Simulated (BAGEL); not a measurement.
# One shape, several levels: Ge2H6 (digermane)

We compute a comparison of 3 runs (B3LYP/6-31G*, PBE0/6-31G*, RI-MP2/6-31G*) of Ge2H6 (digermane). 

The results are computed with BAGEL 1.2.2.

1 further run of the same task is left out (set aside as unsound or not needed).

**1. The structure to begin with**

The species is Ge2H6 (8 atoms), meant as a singlet with charge 0. SMILES: `[GeH3][GeH3]`. The shape is that of a PBE0-D4/def2-TZVP optimisation.

Bond lengths: Ge1–Ge2 2.420 Å, Ge1–H3 1.537 Å, Ge1–H4 1.537 Å, Ge1–H5 1.537 Å, Ge2–H6 1.537 Å, Ge2–H7 1.537 Å, Ge2–H8 1.537 Å. Some angles: Ge1–Ge2–H6 110.3°, Ge1–Ge2–H7 110.3°, Ge1–Ge2–H8 110.3°, Ge2–Ge1–H3 110.3°, Ge2–Ge1–H4 110.3°, Ge2–Ge1–H5 110.3°, H6–Ge2–H7 108.6°, H6–Ge2–H8 108.6°, H7–Ge2–H8 108.6°, H3–Ge1–H4 108.6°.

**2. The energy at B3LYP/6-31G(d) (density fitting with cc-pvqz-jkfit, spherical functions) (run 1)**

input.json

```json
{ "bagel": [

{
  "title": "molecule",
  "basis": "6-31gs.json",
  "df_basis": "cc-pvqz-jkfit",
  "angstrom": "true",
  "geometry": [
    { "atom": "Ge", "xyz": [      -0.569150,       0.281910,      -1.029950 ] },
    { "atom": "Ge", "xyz": [       0.569150,      -0.281910,       1.029950 ] },
    { "atom": "H", "xyz": [      -0.360530,      -0.825230,      -2.075830 ] },
    { "atom": "H", "xyz": [      -2.077470,       0.442320,      -0.780090 ] },
    { "atom": "H", "xyz": [      -0.023210,       1.601970,      -1.597890 ] },
    { "atom": "H", "xyz": [       0.367430,       0.829100,       2.073090 ] },
    { "atom": "H", "xyz": [       2.076310,      -0.450460,       0.778490 ] },
    { "atom": "H", "xyz": [       0.017470,      -1.597700,       1.602230 ] }
  ]
},

{
  "title": "ks",
  "xc_func": "b3lyp"
},

{
  "title": "print",
  "file": "orbitals.molden",
  "orbitals": "true"
}

]}
```

The basis set 6-31G* is read from a file made from the Basis Set Exchange's data (not shown).

On the command line:

```sh
$ BAGEL_NUM_THREADS=1 BAGEL input.json > input.out
```

The log of the run:

```text
* using 1 threads per process

  ===============================================================
  ===============================================================

  *** Geometry ***

  { "atom" : "Ge", "xyz" : [     -1.075538,      0.532733,     -1.946323 ] },
  { "atom" : "Ge", "xyz" : [      1.075538,     -0.532733,      1.946323 ] },
  { "atom" : "H", "xyz" : [     -0.681303,     -1.559459,     -3.922750 ] },
[... 4 lines of this table left out ...]
  { "atom" : "H", "xyz" : [      0.033014,     -3.019215,      3.027776 ] },

  Number of auxiliary basis functions:      742

  Since a DF basis is specified, we compute 2- and 3-index integrals:
    o Being stored without compression. Storage requirement is 0.034 GB

  Number of basis functions:       76
  Number of electrons      :       70

    * METHOD: MOLECULE                             0.77

  *** Kohn-Sham DFT ***

    * Removing 12569 points whose weight is below 1.00e-10
    * Grid points: 106679

  === Nuclear Repulsion ===
   323.3739402765

       - DIIS with orbital gradients will be used.

  === KS iteration (b3lyp / 6-31gs.json) ===
      0      -4074.63889698          0.15715932           0.76
      1      -3920.70914028          0.58568240           0.66
      2      -4090.93979928          0.20205637           0.75
[... 13 lines of this table left out ...]
     16      -4157.12370063          0.00000001           0.67
    * SCF iteration converged.

    * Permanent dipole moment:
           (   -0.000003,     0.000004,     0.000002) a.u.

    * METHOD: KS                                  12.81

    * METHOD: PRINT                                0.03

  ===============================================================
```

Run time: 14 s. Hardware: 1 thread of AMD EPYC 7R43 (Zen 3), shared host; peak memory 0.47 GiB.

**3. The energy at PBE0/6-31G(d) (density fitting with cc-pvqz-jkfit, spherical functions) (run 2)**

input.json

```json
{ "bagel": [

{
  "title": "molecule",
  "basis": "6-31gs.json",
  "df_basis": "cc-pvqz-jkfit",
  "angstrom": true,
  "geometry": [
    { "atom": "Ge", "xyz": [   -0.569150,    0.281910,   -1.029950 ] },
    { "atom": "Ge", "xyz": [    0.569150,   -0.281910,    1.029950 ] },
    { "atom": "H", "xyz": [   -0.360530,   -0.825230,   -2.075830 ] },
    { "atom": "H", "xyz": [   -2.077470,    0.442320,   -0.780090 ] },
    { "atom": "H", "xyz": [   -0.023210,    1.601970,   -1.597890 ] },
    { "atom": "H", "xyz": [    0.367430,    0.829100,    2.073090 ] },
    { "atom": "H", "xyz": [    2.076310,   -0.450460,    0.778490 ] },
    { "atom": "H", "xyz": [    0.017470,   -1.597700,    1.602230 ] }
  ]
},
{ "title": "ks", "xc_func": "pbe0" },
{ "title": "print", "file": "orbitals.molden", "orbitals": true }

]}
```

The basis set 6-31G* is read from a file made from the Basis Set Exchange's data (not shown).

On the command line:

```sh
$ BAGEL_NUM_THREADS=1 BAGEL input.json > input.out
```

The log of the run:

```text
* using 1 threads per process

  ===============================================================
  ===============================================================

  *** Geometry ***

  { "atom" : "Ge", "xyz" : [     -1.075538,      0.532733,     -1.946323 ] },
  { "atom" : "Ge", "xyz" : [      1.075538,     -0.532733,      1.946323 ] },
  { "atom" : "H", "xyz" : [     -0.681303,     -1.559459,     -3.922750 ] },
[... 4 lines of this table left out ...]
  { "atom" : "H", "xyz" : [      0.033014,     -3.019215,      3.027776 ] },

  Number of auxiliary basis functions:      742

  Since a DF basis is specified, we compute 2- and 3-index integrals:
    o Being stored without compression. Storage requirement is 0.034 GB

  Number of basis functions:       76
  Number of electrons      :       70

    * METHOD: MOLECULE                             0.68

  *** Kohn-Sham DFT ***

    * Removing 12569 points whose weight is below 1.00e-10
    * Grid points: 106679

  === Nuclear Repulsion ===
   323.3739402765

       - DIIS with orbital gradients will be used.

  === KS iteration (pbe0 / 6-31gs.json) ===
      0      -4073.95756918          0.15746212           0.78
      1      -3928.88261770          0.57024496           0.62
      2      -4091.65664489          0.20429979           0.65
[... 13 lines of this table left out ...]
     16      -4156.49614895          0.00000000           0.64
    * SCF iteration converged.

    * Permanent dipole moment:
           (   -0.000003,     0.000004,     0.000002) a.u.

    * METHOD: KS                                  11.91

    * METHOD: PRINT                                0.03

  ===============================================================
```

It took 13 s on 1 thread of AMD EPYC 7R43 (Zen 3), shared host; peak memory 0.47 GiB.

**4. The energy at RI-MP2/6-31G(d) (density fitting with cc-pvqz-jkfit, spherical functions) (run 3)**

job.json

```json
{ "bagel" : [

{
  "title" : "molecule",
  "basis" : "6-31gs.json",
  "df_basis" : "cc-pvqz-jkfit",
  "angstrom" : true,
  "geometry" : [
    { "atom" : "Ge", "xyz" : [   -0.569150,    0.281910,   -1.029950 ] },
    { "atom" : "Ge", "xyz" : [    0.569150,   -0.281910,    1.029950 ] },
    { "atom" : "H", "xyz" : [   -0.360530,   -0.825230,   -2.075830 ] },
    { "atom" : "H", "xyz" : [   -2.077470,    0.442320,   -0.780090 ] },
    { "atom" : "H", "xyz" : [   -0.023210,    1.601970,   -1.597890 ] },
    { "atom" : "H", "xyz" : [    0.367430,    0.829100,    2.073090 ] },
    { "atom" : "H", "xyz" : [    2.076310,   -0.450460,    0.778490 ] },
    { "atom" : "H", "xyz" : [    0.017470,   -1.597700,    1.602230 ] }
  ]
},
{ "title" : "hf" },
{ "title" : "mp2", "ncore" : 18 }

]}
```

The basis set 6-31G* is read from a file made from the Basis Set Exchange's data (not shown).

On the command line:

```sh
$ BAGEL_NUM_THREADS=1 BAGEL job.json > job.out
```

The log of the run:

```text
* using 1 threads per process

  ===============================================================
  ===============================================================

  *** Geometry ***

  { "atom" : "Ge", "xyz" : [     -1.075538,      0.532733,     -1.946323 ] },
  { "atom" : "Ge", "xyz" : [      1.075538,     -0.532733,      1.946323 ] },
  { "atom" : "H", "xyz" : [     -0.681303,     -1.559459,     -3.922750 ] },
[... 4 lines of this table left out ...]
  { "atom" : "H", "xyz" : [      0.033014,     -3.019215,      3.027776 ] },

[... 23 lines left out ...]
    * SCF iteration converged.
[... 1 line left out ...]
    * Permanent dipole moment:
[... 2 lines left out ...]
    * METHOD: HF                                   1.95

  *** RHF ***

  === Nuclear Repulsion ===
   323.3739402765

      * DIIS with orbital gradients will be used.

  === RHF iteration (6-31gs.json) ===
      0      -4153.62504841          0.00000000           0.16
    * SCF iteration converged.

    * Permanent dipole moment:
           (   -0.000004,     0.000004,     0.000003) a.u.

  === DF-MP2 calculation ===

    * freezing 18 orbitals
    * 3-index integral transformation done
    * assembly done

      MP2 correlation energy:   -0.4981274549      0.05

      MP2 total energy:       -4154.1231758698

    * METHOD: MP2                                  0.40

  ===============================================================
```

Wall time 3.6 s (1 thread of AMD EPYC 7R43 (Zen 3), shared host); peak memory 0.17 GiB.

**5. The series**

| run | level | frozen core orbitals | energy (Eh) | dipole moment (D) | HOMO energy (eV) | LUMO energy (eV) | wall time |
| --- | --- | --- | --- | --- | --- | --- | --- |
| 1 | B3LYP/6-31G* (density fitting with cc-pvqz-jkfit, spherical functions) | – | -4157.123701 | 0.00 | -7.86 | 0.16 | 14 s |
| 2 | PBE0/6-31G* (density fitting with cc-pvqz-jkfit, spherical functions) | – | -4156.496149 | 0.00 | -8.11 | 0.43 | 13 s |
| 3 | RI-MP2/6-31G* (density fitting with cc-pvqz-jkfit, spherical functions) | 18 | -4154.123176 | – | – | – | 3.6 s |

**6. What came out**

| quantity | value |
| --- | --- |
| run 3: total energy | -4154.12318 Eh |
| run 3: correlation energy (18 core orbitals frozen) | -498.1 mEh |

What this shows: Totals of different functionals can't be ranked against each other. All runs together took 31 s, the longest 14 s.
